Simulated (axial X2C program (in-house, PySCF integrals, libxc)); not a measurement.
# All-electron X2C curves of ZrAl, part 2 of 2

Computed with an in-house X2C program for linear molecules on PySCF integrals; all-electron X2C, Zr dyall-cv3z, Al dyall-v3z. The steps go on from the part before.

## Step 9: PBE0, 2c

State followed: Ω = 1/2 (excess of +ω over −ω: ω = 1/2). The scan is laid around 2.623 Å, a first estimate of the minimum, and this SCF restarts from the orbitals of the search.

Output at 2.623 Å:

```text
two-component X2C + atomic mean field  PBE0
basis functions 210  fitting functions 1043  grid points 5084
iter        total energy     max residual
   1      -3839.319056439     4.02e-06
   2      -3839.319056442     2.39e-06
   3      -3839.319056442     3.00e-06
converged
one-electron -5512.51470466  Coulomb 1703.28289009  exact exchange -32.79608474  xc functional -100.57292037  nuclear repulsion 104.90741505  atomic mean-field constant -1.62565181
```

Along the bond, energies from the lowest point:

| R (Å) | E (eV) | μ (D) | HOMO (eV) | LUMO (eV) | iterations |
| --- | --- | --- | --- | --- | --- |
| 2.282 | 0.5807 | -2.38 | -4.36 | -1.82 | 16 |
| 2.387 | 0.2416 | -2.56 | -4.36 | -1.89 | 16 |
| 2.466 | 0.0950 | -2.66 | -4.36 | -1.92 | 15 |
| 2.544 | 0.0196 | -2.73 | -4.36 | -1.96 | 14 |
| 2.623 | 0.0000 | -2.77 | -4.36 | -1.98 | 3 |
| 2.715 | 0.0307 | -2.79 | -4.36 | -2.01 | 15 |
| 2.807 | 0.1033 | -2.78 | -4.35 | -2.02 | 14 |
| 2.925 | 0.2379 | -2.69 | -4.26 | -2.03 | 15 |
| 3.069 | 0.4381 | -2.49 | -4.14 | -2.03 | 17 |
| 3.279 | 0.7494 | -1.92 | -4.02 | -2.02 | 18 |

Dipoles are positive if Al is the positive end.

Outer spinors at the reference distance:

```json
{"ω": "-1/2", "occupied": "yes", "ε (eV)": "-34.76", "atomic character": "100% Zr p", "λ mixture": "93% π, 7% σ"}
{"ω": "1/2", "occupied": "yes", "ε (eV)": "-34.18", "atomic character": "98% Zr p", "λ mixture": "82% σ, 18% π"}
{"ω": "3/2", "occupied": "yes", "ε (eV)": "-32.88", "atomic character": "100% Zr p", "λ mixture": "100% π"}
{"ω": "1/2", "occupied": "yes", "ε (eV)": "-32.06", "atomic character": "99% Zr p", "λ mixture": "82% π, 18% σ"}
{"ω": "-1/2", "occupied": "yes", "ε (eV)": "-31.54", "atomic character": "98% Zr p", "λ mixture": "93% σ, 7% π"}
{"ω": "-3/2", "occupied": "yes", "ε (eV)": "-31.28", "atomic character": "100% Zr p", "λ mixture": "100% π"}
{"ω": "1/2", "occupied": "yes", "ε (eV)": "-9.35", "atomic character": "58% Al s, 14% Zr s, 13% Zr d", "λ mixture": "100% σ"}
{"ω": "-1/2", "occupied": "yes", "ε (eV)": "-7.61", "atomic character": "63% Al s, 12% Zr p, 12% Zr s", "λ mixture": "100% σ"}
{"ω": "1/2", "occupied": "yes", "ε (eV)": "-4.99", "atomic character": "48% Al p, 32% Zr s, 7% Zr p", "λ mixture": "100% σ"}
{"ω": "-1/2", "occupied": "yes", "ε (eV)": "-4.72", "atomic character": "61% Zr d, 29% Al p, 5% Zr p", "λ mixture": "100% π"}
{"ω": "3/2", "occupied": "yes", "ε (eV)": "-4.61", "atomic character": "59% Zr d, 31% Al p, 5% Zr p", "λ mixture": "100% π"}
{"ω": "1/2", "occupied": "yes", "ε (eV)": "-4.54", "atomic character": "64% Zr d, 23% Zr s, 7% Al p", "λ mixture": "100% σ"}
{"ω": "-3/2", "occupied": "yes", "ε (eV)": "-4.36", "atomic character": "99% Zr d", "λ mixture": "100% δ"}
{"ω": "-1/2", "occupied": "no", "ε (eV)": "-1.98", "atomic character": "42% Al p, 42% Zr s, 11% Zr p", "λ mixture": "100% σ"}
{"ω": "5/2", "occupied": "no", "ε (eV)": "-1.74", "atomic character": "98% Zr d", "λ mixture": "100% δ"}
{"ω": "-1/2", "occupied": "no", "ε (eV)": "-1.70", "atomic character": "50% Zr p, 27% Zr d, 20% Al p", "λ mixture": "100% π"}
{"ω": "3/2", "occupied": "no", "ε (eV)": "-1.57", "atomic character": "48% Zr p, 29% Zr d, 20% Al p", "λ mixture": "100% π"}
```

PBE0 fields in the half plane through the axis: z from -2.4 to 4.8 Å across, distance from the axis 0.15 to 2.25 Å upwards; Zr lies at z = 0 and Al at z = 2.623 Å; the ELF is damped to zero where the density is low.

log10 density (e/bohr³). Ten even steps from '0' (-3.86 ) to '9' (1.60 ):
```
0001111222222222111111000
0011122222222222222211100
0111222333333333332222110
0112233333333333333332211
1122334444443344443333221
1122345565544444444433321
1123456676654445665443322
1223456898654445887443322
```

ELF. Ten even steps from ' ' (0.01 ) to '@' (0.98 ):
```
    ....::----====--------======----------::..    
    ..::----============++++**++++++******++==::  
  ....::::------------==++**##########%%%%%%##++::
  ........::::------::--++##%%%%##%%%%@@@@@@%%##++
............::======::::++##%%##++++##@@@@@@@@@@##
..........::++######==::==####::      ++@@@@@@@@%%
........::++##++::==##====**==  ++##::  %%@@@@@@@@
..::::::==####======##++==**..--%%++%%  **@@@@@@@@
```

Re = 2.616 Å, ωe = 304 cm⁻¹, ωexe = 1.13 cm⁻¹, Be = 0.1187 cm⁻¹, De = 2.04 eV, μ = -2.77 D.

## Step 10: HF, 2c

The SCF at the reference distance of 2.623 Å:

```text
two-component X2C + atomic mean field  HF
basis functions 210  fitting functions 1043  grid points 5084
iter        total energy     max residual
   1      -3837.134390295     2.88e-01
   2      -3837.157262687     9.63e-03
   3      -3837.159547437     4.36e-03
   4      -3837.160439106     2.87e-03
   5      -3837.161016707     2.28e-03
   6      -3837.161429453     1.60e-03
   7      -3837.161599076     1.01e-03
   8      -3837.161714767     8.50e-04
   9      -3837.161806508     8.42e-04
  10      -3837.161916018     6.34e-04
  11      -3837.161987995     3.08e-04
  12      -3837.161995107     2.16e-04
  13      -3837.162001918     1.03e-04
  14      -3837.162004634     5.89e-05
  15      -3837.162005078     4.93e-05
  16      -3837.162005317     4.91e-05
  17      -3837.162005772     4.88e-05
  18      -3837.162006986     4.41e-05
  19      -3837.162009006     3.36e-05
  20      -3837.162009830     2.11e-05
  21      -3837.162010260     1.66e-05
  22      -3837.162010491     5.87e-06
  23      -3837.162010519     7.26e-06
  24      -3837.162010521     6.61e-06
  25      -3837.162010526     3.64e-06
  26      -3837.162010527     3.26e-06
  27      -3837.162010528     2.47e-06
converged
one-electron -5510.86863331  Coulomb 1701.67560437  exact exchange -131.25074483  xc functional 0.00000000  nuclear repulsion 104.90741505  atomic mean-field constant -1.62565181
```

No constants are quoted: the solution changes its character somewhere along the scan, so the fit is set aside.

## Step 11: PW91, 2c

The SCF at the reference distance of 2.623 Å:

```text
two-component X2C + atomic mean field  PW91
basis functions 210  fitting functions 1043  grid points 5084
iter        total energy     max residual
   1      -3840.016374328     1.10e-01
   2      -3840.019113398     7.86e-03
   3      -3839.986668889     3.99e-02
   4      -3840.020456189     2.46e-03
   5      -3840.020690403     9.31e-04
   6      -3840.020700312     1.94e-04
   7      -3840.020701583     7.59e-05
   8      -3840.020701664     4.10e-05
   9      -3840.020701704     1.83e-06
  10      -3840.020701704     1.75e-06
converged
one-electron -5512.69677153  Coulomb 1703.45950078  exact exchange 0.00000000  xc functional -134.06519419  nuclear repulsion 104.90741505  atomic mean-field constant -1.62565181
```

Re = 2.644 Å, ωe = 287.6 cm⁻¹, ωexe = 1.17 cm⁻¹, Be = 0.1162 cm⁻¹, De = 2.28 eV, μ = -2.17 D.

## Step 12: Correlated methods, 2c

Correlated methods: 15 electrons correlated (frozen shells, counted by type: Zr 3 s, 2 p, 1 d; Al 2 s, 1 p), 281 virtual spinors in MP2, 90 natural virtuals in coupled cluster.

Output of the correlated part at 2.623 Å:

```text
correlated 15  virtual 281  natural virtual 90  E(MP2) -0.374701728  MP2 remainder -0.024620332
iter   CCSD correlation   residual
   1     -0.359883225   1.50e-01
   2     -0.369554426   6.61e-02
   3     -0.372211063   3.69e-02
   4     -0.372447650   1.81e-02
   5     -0.372812316   8.85e-03
   6     -0.372924540   4.46e-03
   7     -0.372935006   2.48e-03
   8     -0.372979227   1.36e-03
   9     -0.372960546   6.33e-04
  10     -0.372966353   2.83e-04
  11     -0.372963328   1.43e-04
  12     -0.372964878   9.79e-05
  13     -0.372964921   6.66e-05
  14     -0.372964835   4.22e-05
  15     -0.372965026   2.53e-05
  16     -0.372964967   1.41e-05
  17     -0.372964975   8.50e-06
(T) -0.016943631  T1 0.0519  D1 0.1389  max T2 0.075
```

MP2: No constants are quoted: the reference changes its character somewhere along the scan, so the fit is set aside.

CCSD: No constants are quoted: the reference changes its character somewhere along the scan, so the fit is set aside.

CCSD(T): No constants are quoted: the reference changes its character somewhere along the scan, so the fit is set aside.

## Step 13: A higher determinant, 2c

State: Ω = 9/2 (excess of +ω over −ω: ω = 1/2, ω = 3/2, ω = 5/2).

Output at the reference distance:

```text
two-component X2C + atomic mean field  PBE0
basis functions 210  fitting functions 1043  grid points 5084
iter        total energy     max residual
   1      -3839.316124736     3.15e-05
   2      -3839.316124767     3.97e-05
   3      -3839.316124808     1.62e-05
   4      -3839.316124824     8.15e-06
   5      -3839.316124831     8.38e-07
   6      -3839.316124831     5.79e-07
converged
one-electron -5512.46388787  Coulomb 1703.23354169  exact exchange -32.79584196  xc functional -100.57169993  nuclear repulsion 104.90741505  atomic mean-field constant -1.62565181
```

| R (Å) | E above the lowest PBE0 point (eV) |
| --- | --- |
| 2.282 | 0.659 |
| 2.387 | 0.320 |
| 2.466 | 0.174 |
| 2.544 | 0.099 |
| 2.623 | 0.080 |
| 2.715 | 0.111 |
| 2.807 | 0.184 |
| 2.925 | 0.319 |
| 3.069 | 0.519 |

Re = 2.616 Å, ωe = 305 cm⁻¹, ωexe = 1.12 cm⁻¹, Be = 0.1187 cm⁻¹, μ = -2.74 D. Te = 0.08 eV.

## Step 14: The 2c curves together

Energy (eV) of the followed determinant, 2c, from each level's lowest point:

```
R (Å)   PBE0  HF (jumps)  MP2 (its reference jumps)  CCSD (its reference jumps)  CCSD(T) (its reference jumps)   PW91
2.282  0.581       0.721                      0.523                         n/a                            n/a  0.636
2.387  0.242       0.347                      0.184                       0.249                          0.256  0.282
2.466  0.095       0.175                      0.053                       0.096                          0.100  0.123
2.544  0.020       0.078                      0.000                       0.019                          0.020  0.034
2.623  0.000       0.039                      0.003                       0.000                          0.000  0.000
2.715  0.031       0.014                      0.188                       0.070                          0.080  0.013
2.807  0.103       0.000                      0.335                       0.154                          0.175  0.067
2.925  0.238       0.018                      0.502                       0.285                          0.322  0.179
3.069  0.438       0.087                      0.704                         n/a                            n/a  0.351
3.279  0.749       0.251                      1.005                         n/a                            n/a  0.631
```

The whole job took 9.2 min on 1 thread of Intel Xeon Platinum 8259CL at 2.50GHz (Skylake/Cascade Lake), shared host; peak memory 1 GiB.

## Step 15: Results

The summary covers parts 1 to 2.

Lowest determinant that the search found at its distance, spin-free: M_S = 5/2, Λ = 2 (beyond closed shells: 2 × σα, π+α, π-α, δ+α).

Lowest determinant that the search found at its distance, 2c: Ω = 1/2 (excess of +ω over −ω: ω = 1/2).

```tsv
Hamiltonian	level	Re (Å)	ωe (cm⁻¹)	De (eV)	μ (D)
spin-free	PBE0	2.616	305	2.00	-2.76
spin-free	PW91	2.644	287.8	2.24	-2.17
2c	PBE0	2.616	304	2.04	-2.77
2c	PW91	2.644	287.6	2.28	-2.17
```

Dipoles are positive if Al is the positive end. No constants: spin-free HF (the solution changes its character somewhere along the scan, so the fit is set aside); spin-free MP2 (the reference changes its character somewhere along the scan, so the fit is set aside); spin-free CCSD (the reference changes its character somewhere along the scan, so the fit is set aside); spin-free CCSD(T) (the reference changes its character somewhere along the scan, so the fit is set aside); 2c HF (the solution changes its character somewhere along the scan, so the fit is set aside); 2c MP2 (the reference changes its character somewhere along the scan, so the fit is set aside); 2c CCSD (the reference changes its character somewhere along the scan, so the fit is set aside); 2c CCSD(T) (the reference changes its character somewhere along the scan, so the fit is set aside).

Time per point (s) on 1 thread of Intel Xeon Platinum 8259CL at 2.50GHz (Skylake/Cascade Lake), shared host (2c runs); the times are rough: PBE0 1.6, PW91 0.8.

In words: At PBE0, going from spin-free to two-component changes Re by 0 mÅ, ωe by -0.1 %; the spin-free picture holds up (part of it comes from the scalar share of the two-electron terms). De moves by +0.04 eV; both De rest on single-determinant atoms, which can miss part of an open shell's spin–orbit lowering.

De refers to Zr + Al, each in the lowest determinant found, which need not be this curve's own limit. Each curve is one determinant whose occupation by symmetry is held fixed; it was picked as the lowest of a PBE0 search that is not exhaustive. Dissociation energies refer to the lowest single-determinant-based atoms at the same level and basis. Density functionals use the spin component along the axis (collinear). With several unpaired electrons one determinant need not be a pure state.
